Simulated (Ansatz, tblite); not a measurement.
# GeMe2(NEt2)2 (C₁₀H₂₆GeN₂): removing and adding an electron

Aim: the energy of removing and adding an electron for GeMe2(NEt2)2 (C₁₀H₂₆GeN₂), by energy differences, and how well orbital energies stand in for it.

Program: Ansatz 0.2.0, Gaussian basis. Level of theory: as each input shows. These are calculated values, not measurements.

Plan: charge +1 doublet, at the geometry of the singlet (PBE0-D4/def2-TZVP, PBE-D4/def2-TZVP, ωB97M-V/def2-TZVP); charge +1 doublet, relaxed (PBE0-D4/def2-TZVP, PBE-D4/def2-TZVP); charge -1 doublet, at the geometry of the singlet (PBE0-D4/def2-TZVP, PBE-D4/def2-TZVP, ωB97M-V/def2-TZVP); the starting singlet's energies come from earlier runs.

**1. The geometry**

The singlet was relaxed beforehand with PBE-D4/def2-SVP.

39 atoms, charge 0, spin multiplicity 1.

Atoms are counted from 1 here; the program's logs count them from 0.

Bond lengths: Ge1–C2 1.968 Å, Ge1–C6 1.968 Å, Ge1–N10 1.858 Å, Ge1–N25 1.856 Å, C2–H3 1.108 Å, C2–H4 1.107 Å, C2–H5 1.108 Å, C6–H7 1.108 Å, C6–H8 1.108 Å, C6–H9 1.108 Å, N10–C11 1.454 Å, N10–C13 1.454 Å, C11–C12 1.535 Å, C11–H15 1.113 Å, C11–H16 1.117 Å, C12–H17 1.110 Å, C12–H18 1.110 Å, C12–H19 1.110 Å and more. Angles: C2–Ge1–C6 111.6°, C2–Ge1–N10 113.2°, C2–Ge1–N25 107.0°, C6–Ge1–N10 106.9°, C6–Ge1–N25 112.7°, N10–Ge1–N25 105.4°, Ge1–C2–H3 111.7°, Ge1–C2–H4 110.9°, Ge1–C2–H5 108.8°, H3–C2–H4 108.7°, H3–C2–H5 108.3°, H4–C2–H5 108.4°, Ge1–C6–H7 110.8°, Ge1–C6–H8 108.8°, Ge1–C6–H9 111.8°, H7–C6–H8 108.4°, H7–C6–H9 108.6°, H8–C6–H9 108.3° and more.

**2. Charge +1 doublet at the fixed geometry, PBE0-D4/def2-TZVP**

Input file in.yaml:

```yaml
crystal:
  periodic: [false, false, false]
  atoms:
    - {symbol: Ge, position_ang: [0.899306, -0.006106, 0.642776]}
    - {symbol: C, position_ang: [0.850530, -0.099482, 2.608239]}
    - {symbol: H, position_ang: [1.443589, -0.953675, 2.992025]}
    - {symbol: H, position_ang: [-0.190088, -0.197791, 2.974216]}
    - {symbol: H, position_ang: [1.278486, 0.835325, 3.020784]}
    - {symbol: C, position_ang: [2.745580, 0.085179, -0.032148]}
    - {symbol: H, position_ang: [2.756461, 0.184504, -1.135132]}
    - {symbol: H, position_ang: [3.271761, -0.850789, 0.240029]}
    - {symbol: H, position_ang: [3.302063, 0.937900, 0.405560]}
    - {symbol: N, position_ang: [0.001165, 1.469231, -0.041287]}
    - {symbol: C, position_ang: [-1.439842, 1.569339, 0.126951]}
    - {symbol: C, position_ang: [-1.887135, 2.428262, 1.318056]}
    - {symbol: C, position_ang: [0.669526, 2.593830, -0.675751]}
    - {symbol: C, position_ang: [0.568993, 2.600042, -2.207727]}
    - {symbol: H, position_ang: [-1.847216, 0.539468, 0.238250]}
    - {symbol: H, position_ang: [-1.905423, 1.967591, -0.807047]}
    - {symbol: H, position_ang: [-1.528106, 1.998495, 2.276041]}
    - {symbol: H, position_ang: [-1.487376, 3.461575, 1.246363]}
    - {symbol: H, position_ang: [-2.993624, 2.503016, 1.368135]}
    - {symbol: H, position_ang: [0.264283, 3.556740, -0.279799]}
    - {symbol: H, position_ang: [1.741769, 2.598026, -0.385266]}
    - {symbol: H, position_ang: [1.067406, 1.707577, -2.639296]}
    - {symbol: H, position_ang: [-0.489000, 2.584749, -2.542786]}
    - {symbol: H, position_ang: [1.043668, 3.505708, -2.641886]}
    - {symbol: N, position_ang: [-0.022816, -1.485242, 0.004757]}
    - {symbol: C, position_ang: [-0.279232, -1.601660, -1.422172]}
    - {symbol: C, position_ang: [0.696829, -2.519172, -2.171085]}
    - {symbol: C, position_ang: [-0.496690, -2.568118, 0.850612]}
    - {symbol: C, position_ang: [-1.989353, -2.488389, 1.200528]}
    - {symbol: H, position_ang: [-0.245074, -0.580752, -1.864899]}
    - {symbol: H, position_ang: [-1.323634, -1.958229, -1.595746]}
    - {symbol: H, position_ang: [1.735308, -2.134492, -2.103383]}
    - {symbol: H, position_ang: [0.693889, -3.545526, -1.748038]}
    - {symbol: H, position_ang: [0.429175, -2.601830, -3.245311]}
    - {symbol: H, position_ang: [-0.288719, -3.551496, 0.363867]}
    - {symbol: H, position_ang: [0.093958, -2.588164, 1.791337]}
    - {symbol: H, position_ang: [-2.208708, -1.575191, 1.791433]}
    - {symbol: H, position_ang: [-2.616441, -2.451036, 0.285466]}
    - {symbol: H, position_ang: [-2.315299, -3.369380, 1.793335]}
basis:
  gaussian: {orbitals: def2-TZVP, fitting: {mean_field: def2-universal-jkfit}}
total_charge: 1
magnetization: {spin_polarized: true, initial_magnetization: 1}
hamiltonian: {xc: pbe0, dispersion: d4}
scf: {omitted_lower_state_checks: [starts]}
output: {orbitals: {seedname: orbitals}}
```

Command:

```console
$ ansatz run in.yaml --threads 2 --pin off --events-out ev --progress --plain --max-ram 22528MiB --backend cuda --devices 0, --max-vram 18GiB
```

What it wrote (excerpt; [...] marks lines left out):

```text
Functional definition: PBE0
  name "PBE0"
  cite "Adamo & Barone, J. Chem. Phys. 110, 6158 (1999) doi:10.1063/1.478522"
  cite "Perdew, Burke & Ernzerhof, Phys. Rev. Lett. 77, 3865 (1996) doi:10.1103/PhysRevLett.77.3865"
  parent pbe
[...]
1638 factors; integrals over basis functions are off by at most 3.9e-1 eV
[...]
mean field -70267.58514411 eV, -2582.2861249660 hartree, gradient 9.9e-6 eV, S^2 0.759665; 0 other end points of the search recorded, 0 dependent functions left out
reference -70267.58519544 eV, -2582.2861268524 hartree; 66, 65 occupied and 510, 511 virtual orbitals, 1638 factors
Total energy: -70268.54627947 eV, -2582.3214460390 hartree
Checks for a lower state left out: starts
```

Run time: 14 s. Hardware: 1 × H100 (card shared with other runs) with 2 threads of AMD EPYC 7R13, shared host; peak host memory 1.2 GiB.

From the report: HOMO -9.74 eV, LUMO -8.46 eV (over both spins); ⟨S²⟩ 0.760 (pure: 0.75).

**3. Charge +1 doublet at the fixed geometry, PBE-D4/def2-TZVP**

start.molden holds the orbitals of an earlier run on this state, given as this run's starting guess.

Edit in.yaml of step 2 so:

```diff
@@ -43,6 +43,6 @@
 basis:
-  gaussian: {orbitals: def2-TZVP, fitting: {mean_field: def2-universal-jkfit}}
+  gaussian: {orbitals: def2-TZVP, fitting: {mean_field: def2-universal-jkfit}, initial_orbitals: start.molden}
 total_charge: 1
 magnetization: {spin_polarized: true, initial_magnetization: 1}
-hamiltonian: {xc: pbe0, dispersion: d4}
+hamiltonian: {xc: pbe, dispersion: d4}
 scf: {omitted_lower_state_checks: [starts]}
```

Launched as before.

What it wrote (excerpt; [...] marks lines left out):

```text
Functional definition: PBE
  name "PBE"
  cite "Perdew, Burke & Ernzerhof, Phys. Rev. Lett. 77, 3865 (1996) doi:10.1103/PhysRevLett.77.3865"
  parent pbe
[...]
1638 factors; integrals over basis functions are off by at most 3.9e-1 eV
[...]
mean field -70264.18844134 eV, -2582.1612984416 hartree, gradient 1.1e-5 eV, S^2 0.752928; 0 other end points of the search recorded, 0 dependent functions left out
reference -70264.18851133 eV, -2582.1613010139 hartree; 66, 65 occupied and 510, 511 virtual orbitals, 1638 factors
Total energy: -70265.28796821 eV, -2582.2017053089 hartree
Checks for a lower state left out: starts
```

Run time: 7 s. Hardware: 1 × H100 (card shared with other runs) with 2 threads of AMD EPYC 7R13, shared host; peak host memory 1.1 GiB.

Report: HOMO -9.06 eV, LUMO -8.94 eV (over both spins); ⟨S²⟩ 0.753 (pure: 0.75).

**4. Charge +1 doublet at the fixed geometry, ωB97M-V/def2-TZVP**

Edit in.yaml of step 3 so:

```diff
@@ -46,3 +46,3 @@
 magnetization: {spin_polarized: true, initial_magnetization: 1}
-hamiltonian: {xc: pbe, dispersion: d4}
+hamiltonian: {xc: {name: wB97M-V}}
 scf: {omitted_lower_state_checks: [starts]}
```

Same command.

What it wrote (excerpt; [...] marks lines left out):

```text
Functional definition: wB97M-V
  name "wB97M-V"
  cite "Mardirossian & Head-Gordon, J. Chem. Phys. 144, 214110 (2016) doi:10.1063/1.4952647"
  cite "Becke, J. Chem. Phys. 107, 8554 (1997) doi:10.1063/1.475007"
  cite "Vydrov & Van Voorhis, J. Chem. Phys. 133, 244103 (2010) doi:10.1063/1.3521275"
  # Of w^i u^j: cxij and so on, Table III.
[...]
  gx(w, u) = 1 - cx + cx01*u + cx10*w
[...]
1638 factors; integrals over basis functions are off by at most 3.9e-1 eV
1638 factors; integrals over basis functions are off by at most 3.3e-7 eV
[...]
mean field -70280.60120558 eV, -2582.7644564025 hartree, gradient 2.0e-5 eV, S^2 0.754944; 0 other end points of the search recorded, 0 dependent functions left out
reference -70280.60128863 eV, -2582.7644594546 hartree; 66, 65 occupied and 510, 511 virtual orbitals, 1638 factors
Total energy: -70280.60128863 eV, -2582.7644594546 hartree
Checks for a lower state left out: starts
```

Wall time 23 s (1 × H100 (card shared with other runs) with 2 threads of AMD EPYC 7R13, shared host); peak host memory 1.6 GiB.

From the report: HOMO -11.78 eV, LUMO -6.78 eV (over both spins); ⟨S²⟩ 0.755 (pure: 0.75).

**5. Vertical ionisation energy**

Charged state less starting state, singlet to doublet; the starting state's energies are those of its earlier runs.

```tsv
level	vertical ionisation energy (eV)	time
PBE-D4/def2-TZVP	+6.76	15 s
PBE0-D4/def2-TZVP	+7.14	20 s
ωB97M-V/def2-TZVP	+7.44	76 s
```

Times add the two runs; a level without a time comes out of a correlated run.

Beside −ε(HOMO) of the starting state:

```tsv
level	−ε(HOMO) (eV)	by difference (eV)	mismatch (eV)
PBE-D4/def2-TZVP	4.45	6.76	-2.31
PBE0-D4/def2-TZVP	5.71	7.14	-1.43
ωB97M-V/def2-TZVP	8.01	7.44	+0.57
```

**6. Relaxing the charge +1 doublet**

Edit in.yaml of step 4 so:

```diff
@@ -43,7 +43,8 @@
 basis:
-  gaussian: {orbitals: def2-TZVP, fitting: {mean_field: def2-universal-jkfit}, initial_orbitals: start.molden}
+  gaussian: {orbitals: def2-SVP}
 total_charge: 1
 magnetization: {spin_polarized: true, initial_magnetization: 1}
-hamiltonian: {xc: {name: wB97M-V}}
-scf: {omitted_lower_state_checks: [starts]}
+hamiltonian: {xc: pbe, dispersion: d4}
+scf: {lower_state_search: "off"}
 output: {orbitals: {seedname: orbitals}}
+relax: {f_tol: 0.03, max_steps: 70}
```

The command is unchanged.

What it wrote:

```text
Functional definition: PBE
  name "PBE"
  cite "Perdew, Burke & Ernzerhof, Phys. Rev. Lett. 77, 3865 (1996) doi:10.1103/PhysRevLett.77.3865"
  parent pbe
  parameter kappa = 0.804
  parameter beta = 0.06672455060314922
  exchange = pbe_x(kappa = kappa, mu = beta*pi^2/3)
  correlation = pbe_c(beta = beta)
these checks for a lower state are left out or cut short: stability, starts, cluster_reference, orbital_swaps, neighbouring_geometries, increment
3783 factors; their error is unknown
mean field evaluation 1: about -70198.4618 eV, gradient 9.4e1 eV
mean field evaluation 2: about -70141.7801 eV, gradient 1.4e2 eV
mean field evaluation 4: about -70236.9156 eV, gradient 3.2e1 eV
mean field evaluation 8: about -70241.9294 eV, gradient 8.5e0 eV
mean field evaluation 16: about -70242.1962 eV, gradient 3.7e-1 eV
mean field -70242.19681730 eV, -2581.3531211646 hartree, gradient 2.2e-6 eV, S^2 0.752681; 0 other end points of the search recorded, 0 dependent functions left out
the calculation of the forces begins
reference -70242.19688060 eV, -2581.3531234909 hartree; 66, 65 occupied and 264, 265 virtual orbitals, 3783 factors
relax step   1: F+E_penalty+E_count = -70243.29627417 eV  Δ(F+E_penalty+E_count) = +0.000e0 eV  max|allowed force component| = 1.255e0 eV/Å  Δτ_max = 0.0000 Å  (41 SCF iters, accepted)
these checks for a lower state are left out or cut short: stability, starts, cluster_reference, orbital_swaps, neighbouring_geometries, increment
3783 factors; their error is unknown
mean field -70242.31312209 eV, -2581.3573952868 hartree, gradient 9.4e-7 eV, S^2 0.752919; 0 other end points of the search recorded, 0 dependent functions left out
the calculation of the forces begins
reference -70242.31318512 eV, -2581.3573976031 hartree; 66, 65 occupied and 264, 265 virtual orbitals, 3783 factors
relax step   2: F+E_penalty+E_count = -70243.41668058 eV  Δ(F+E_penalty+E_count) = -1.204e-1 eV  max|allowed force component| = 3.707e-1 eV/Å  Δτ_max = 0.1001 Å  (26 SCF iters, accepted)
these checks for a lower state are left out or cut short: stability, starts, cluster_reference, orbital_swaps, neighbouring_geometries, increment
3783 factors; their error is unknown
mean field evaluation 32: about -70242.4736 eV, gradient 3.6e0 eV
mean field -70242.34578502 eV, -2581.3585956274 hartree, gradient 1.5e-6 eV, S^2 0.753119; 0 other end points of the search recorded, 0 dependent functions left out
the calculation of the forces begins
reference -70242.34584820 eV, -2581.3585979494 hartree; 66, 65 occupied and 264, 265 virtual orbitals, 3783 factors
relax step   3: F+E_penalty+E_count = -70243.44737048 eV  Δ(F+E_penalty+E_count) = -3.069e-2 eV  max|allowed force component| = 8.322e-2 eV/Å  Δτ_max = 0.0887 Å  (23 SCF iters, accepted)
[... from here on, the SCF cycles and remarks between the steps are left out ...]
relax step   4: F+E_penalty+E_count = -70243.46496842 eV  Δ(F+E_penalty+E_count) = -1.760e-2 eV  max|allowed force component| = 1.477e-1 eV/Å  Δτ_max = 0.1440 Å  (26 SCF iters, accepted)
relax step   5: F+E_penalty+E_count = -70243.47461346 eV  Δ(F+E_penalty+E_count) = -9.645e-3 eV  max|allowed force component| = 9.693e-2 eV/Å  Δτ_max = 0.1097 Å  (22 SCF iters, accepted)
relax step   6: F+E_penalty+E_count = -70243.48150092 eV  Δ(F+E_penalty+E_count) = -6.887e-3 eV  max|allowed force component| = 6.532e-2 eV/Å  Δτ_max = 0.1238 Å  (22 SCF iters, accepted)
relax step   7: F+E_penalty+E_count = -70243.48432512 eV  Δ(F+E_penalty+E_count) = -2.824e-3 eV  max|allowed force component| = 5.142e-2 eV/Å  Δτ_max = 0.0792 Å  (22 SCF iters, accepted)
relax step   8: F+E_penalty+E_count = -70243.48642948 eV  Δ(F+E_penalty+E_count) = -2.104e-3 eV  max|allowed force component| = 4.712e-2 eV/Å  Δτ_max = 0.0955 Å  (22 SCF iters, accepted)
relax step   9: F+E_penalty+E_count = -70243.48844024 eV  Δ(F+E_penalty+E_count) = -2.011e-3 eV  max|allowed force component| = 6.489e-2 eV/Å  Δτ_max = 0.1308 Å  (23 SCF iters, accepted)
relax step  10: F+E_penalty+E_count = -70243.49011999 eV  Δ(F+E_penalty+E_count) = -1.680e-3 eV  max|allowed force component| = 7.462e-2 eV/Å  Δτ_max = 0.1035 Å  (22 SCF iters, accepted)
relax step  11: F+E_penalty+E_count = -70243.49190183 eV  Δ(F+E_penalty+E_count) = -1.782e-3 eV  max|allowed force component| = 8.174e-2 eV/Å  Δτ_max = 0.1111 Å  (21 SCF iters, accepted)
relax step  12: F+E_penalty+E_count = -70243.49378696 eV  Δ(F+E_penalty+E_count) = -1.885e-3 eV  max|allowed force component| = 9.219e-2 eV/Å  Δτ_max = 0.1013 Å  (21 SCF iters, accepted)
relax step  13: F+E_penalty+E_count = -70243.49602117 eV  Δ(F+E_penalty+E_count) = -2.234e-3 eV  max|allowed force component| = 1.785e-1 eV/Å  Δτ_max = 0.1754 Å  (23 SCF iters, accepted)
relax step  14: F+E_penalty+E_count = -70243.49889594 eV  Δ(F+E_penalty+E_count) = -2.875e-3 eV  max|allowed force component| = 1.565e-1 eV/Å  Δτ_max = 0.0529 Å  (23 SCF iters, accepted)
relax step  15: F+E_penalty+E_count = -70243.50897025 eV  Δ(F+E_penalty+E_count) = -1.007e-2 eV  max|allowed force component| = 1.143e-1 eV/Å  Δτ_max = 0.1940 Å  (21 SCF iters, accepted)
relax step  16: F+E_penalty+E_count = -70243.51572273 eV  Δ(F+E_penalty+E_count) = -6.752e-3 eV  max|allowed force component| = 1.880e-1 eV/Å  Δτ_max = 0.1943 Å  (21 SCF iters, accepted)
relax step  17: F+E_penalty+E_count = -70243.52235276 eV  Δ(F+E_penalty+E_count) = -6.630e-3 eV  max|allowed force component| = 1.824e-1 eV/Å  Δτ_max = 0.0950 Å  (22 SCF iters, accepted)
relax step  18: F+E_penalty+E_count = -70243.53600301 eV  Δ(F+E_penalty+E_count) = -1.365e-2 eV  max|allowed force component| = 1.998e-1 eV/Å  Δτ_max = 0.1950 Å  (22 SCF iters, accepted)
relax step  19: F+E_penalty+E_count = -70243.54813569 eV  Δ(F+E_penalty+E_count) = -1.213e-2 eV  max|allowed force component| = 2.504e-1 eV/Å  Δτ_max = 0.1947 Å  (21 SCF iters, accepted)
relax step  20: F+E_penalty+E_count = -70243.55717835 eV  Δ(F+E_penalty+E_count) = -9.043e-3 eV  max|allowed force component| = 1.764e-1 eV/Å  Δτ_max = 0.1952 Å  (25 SCF iters, accepted)
relax step  21: F+E_penalty+E_count = -70243.56322368 eV  Δ(F+E_penalty+E_count) = -6.045e-3 eV  max|allowed force component| = 1.980e-1 eV/Å  Δτ_max = 0.1338 Å  (22 SCF iters, accepted)
relax step  22: F+E_penalty+E_count = -70243.56963282 eV  Δ(F+E_penalty+E_count) = -6.409e-3 eV  max|allowed force component| = 2.455e-1 eV/Å  Δτ_max = 0.1375 Å  (22 SCF iters, accepted)
relax step  23: F+E_penalty+E_count = -70243.57643616 eV  Δ(F+E_penalty+E_count) = -6.803e-3 eV  max|allowed force component| = 1.153e-1 eV/Å  Δτ_max = 0.1039 Å  (22 SCF iters, accepted)
relax step  24: F+E_penalty+E_count = -70243.57938463 eV  Δ(F+E_penalty+E_count) = -2.948e-3 eV  max|allowed force component| = 1.178e-1 eV/Å  Δτ_max = 0.0570 Å  (22 SCF iters, accepted)
relax step  25: F+E_penalty+E_count = -70243.58090878 eV  Δ(F+E_penalty+E_count) = -1.524e-3 eV  max|allowed force component| = 8.610e-2 eV/Å  Δτ_max = 0.0409 Å  (22 SCF iters, accepted)
these checks for a lower state are left out or cut short: stability, starts, cluster_reference, orbital_swaps, neighbouring_geometries, increment
3783 factors; their error is unknown
mean field -70242.46021076 eV, -2581.3628006957 hartree, gradient 2.0e-6 eV, S^2 0.753957; 0 other end points of the search recorded, 0 dependent functions left out
the calculation of the forces begins
reference -70242.46027303 eV, -2581.3628029841 hartree; 66, 65 occupied and 264, 265 virtual orbitals, 3783 factors
relax step  26: F+E_penalty+E_count = -70243.58143817 eV  Δ(F+E_penalty+E_count) = -5.294e-4 eV  max|allowed force component| = 1.601e-2 eV/Å  Δτ_max = 0.0363 Å  (22 SCF iters, accepted)
Total energy: -70243.58150043 eV, -2581.4040073313 hartree
Atom 0 at     1.021552    -0.005491     0.747445 Å, force    -0.002370     0.006933     0.002441 eV/Å
Atom 1 at     0.883536    -0.373911     2.648884 Å, force     0.002440    -0.006182     0.002224 eV/Å
Atom 2 at     1.390160    -1.334414     2.867310 Å, force    -0.001836     0.001808     0.002709 eV/Å
Atom 3 at    -0.162369    -0.436352     3.003275 Å, force     0.002886     0.000373    -0.002856 eV/Å
Atom 4 at     1.399430     0.428959     3.210954 Å, force    -0.000027    -0.001435    -0.001809 eV/Å
Atom 5 at     2.794821     0.359194     0.045529 Å, force     0.005322    -0.007617    -0.000541 eV/Å
Atom 6 at     2.817400     0.433055    -1.057834 Å, force    -0.000811    -0.001999     0.002679 eV/Å
Atom 7 at     3.480430    -0.452163     0.359354 Å, force     0.000560     0.004286    -0.002613 eV/Å
Atom 8 at     3.163328     1.312581     0.472373 Å, force    -0.003363    -0.002066     0.000420 eV/Å
Atom 9 at    -0.151742     1.414530     0.289249 Å, force    -0.000711    -0.003150     0.005873 eV/Å
Atom 10 at    -1.291996     1.763724     1.130109 Å, force    -0.012343     0.000636     0.001946 eV/Å
Atom 11 at    -0.975596     2.936258     2.073022 Å, force     0.006510     0.006528     0.002250 eV/Å
Atom 12 at    -0.037872     2.108405    -0.987385 Å, force     0.009279     0.011120    -0.005647 eV/Å
Atom 13 at    -1.048211     1.670444    -2.057114 Å, force    -0.013390    -0.000788    -0.008603 eV/Å
Atom 14 at    -1.592744     0.879609     1.729965 Å, force     0.001221     0.005565    -0.003030 eV/Å
Atom 15 at    -2.162699     2.019230     0.489018 Å, force     0.004605    -0.000738     0.003605 eV/Å
Atom 16 at    -0.148847     2.685262     2.766844 Å, force    -0.006433     0.001471    -0.004942 eV/Å
Atom 17 at    -0.689714     3.844218     1.505725 Å, force    -0.001158    -0.008619     0.003530 eV/Å
Atom 18 at    -1.872179     3.180150     2.676844 Å, force     0.001476    -0.002617    -0.001323 eV/Å
Atom 19 at    -0.165783     3.198473    -0.789582 Å, force    -0.002813    -0.004379    -0.004101 eV/Å
Atom 20 at     0.996608     1.985376    -1.367624 Å, force    -0.007014     0.000223    -0.001367 eV/Å
Atom 21 at    -0.915647     0.602940    -2.320158 Å, force     0.001048     0.007959     0.003058 eV/Å
Atom 22 at    -2.094676     1.816707    -1.723131 Å, force     0.011475    -0.002439     0.001296 eV/Å
Atom 23 at    -0.906399     2.274556    -2.974555 Å, force     0.003515    -0.000795     0.001947 eV/Å
Atom 24 at     0.220878    -1.415520    -0.239053 Å, force     0.011340     0.007293     0.001278 eV/Å
Atom 25 at     0.678391    -1.764541    -1.579823 Å, force     0.002995    -0.000492    -0.010691 eV/Å
Atom 26 at     1.662053    -2.946174    -1.563558 Å, force     0.004075    -0.006505     0.004236 eV/Å
Atom 27 at    -0.968769    -2.100694     0.250074 Å, force    -0.002975    -0.010787     0.016013 eV/Å
Atom 28 at    -2.287853    -1.650256    -0.393184 Å, force    -0.013631     0.003358    -0.012199 eV/Å
Atom 29 at     1.168856    -0.883280    -2.043102 Å, force    -0.001536    -0.004075     0.000084 eV/Å
Atom 30 at    -0.196174    -2.009913    -2.219621 Å, force     0.004823     0.001083     0.004008 eV/Å
Atom 31 at     2.573764    -2.705335    -0.981527 Å, force    -0.007435    -0.001163    -0.005164 eV/Å
Atom 32 at     1.197972    -3.851247    -1.123756 Å, force     0.002953     0.008432    -0.002055 eV/Å
Atom 33 at     1.967670    -3.189747    -2.600450 Å, force     0.000080     0.001925     0.000985 eV/Å
Atom 34 at    -0.827252    -3.191681     0.066726 Å, force    -0.005037     0.006049    -0.000803 eV/Å
Atom 35 at    -1.020994    -1.979377     1.351298 Å, force    -0.004294    -0.001475    -0.009419 eV/Å
Atom 36 at    -2.489688    -0.581181    -0.186077 Å, force     0.003551    -0.011200    -0.000626 eV/Å
Atom 37 at    -2.283630    -1.794568    -1.492024 Å, force     0.005155     0.002942     0.014239 eV/Å
Atom 38 at    -3.126046    -2.247792     0.015560 Å, force     0.001870     0.000536     0.002968 eV/Å
Dipole moment:    -0.045588     0.000510    -0.033886 e Å
Checks for a lower state left out: stability, starts, cluster_reference, orbital_swaps, neighbouring_geometries, increment
```

It took 2.7 min on 1 × H100 (card shared with other runs) with 2 threads of AMD EPYC 7R13, shared host.

The steps of the relaxation:

```tsv
step	energy from step 1 (eV)	largest force component (eV/Å)
1	0.0000	1.2548
2	-0.1204	0.3707
3	-0.1511	0.0832
4	-0.1687	0.1477
5	-0.1783	0.0969
6	-0.1852	0.0653
7	-0.1881	0.0514
8	-0.1902	0.0471
9	-0.1922	0.0649
10	-0.1938	0.0746
11	-0.1956	0.0817
12	-0.1975	0.0922
13	-0.1997	0.1785
14	-0.2026	0.1565
15	-0.2127	0.1143
16	-0.2194	0.1880
17	-0.2261	0.1824
18	-0.2397	0.1998
19	-0.2519	0.2504
20	-0.2609	0.1764
21	-0.2670	0.1980
22	-0.2734	0.2455
23	-0.2802	0.1153
24	-0.2831	0.1178
25	-0.2846	0.0861
26	-0.2852	0.0160
```

Close pairs (by a distance rule), those that changed most:

```tsv
bond	before (Å)	after (Å)	change (Å)
Ge1–N25	1.856	1.898	+0.042
Ge1–N10	1.858	1.898	+0.040
Ge1–C2	1.968	1.942	-0.027
Ge1–C6	1.968	1.942	-0.026
C26–H31	1.117	1.111	-0.006
C11–H16	1.117	1.111	-0.006
N10–C11	1.454	1.459	+0.005
N25–C26	1.454	1.459	+0.005
```

(Part 1 of 2 ends here.)
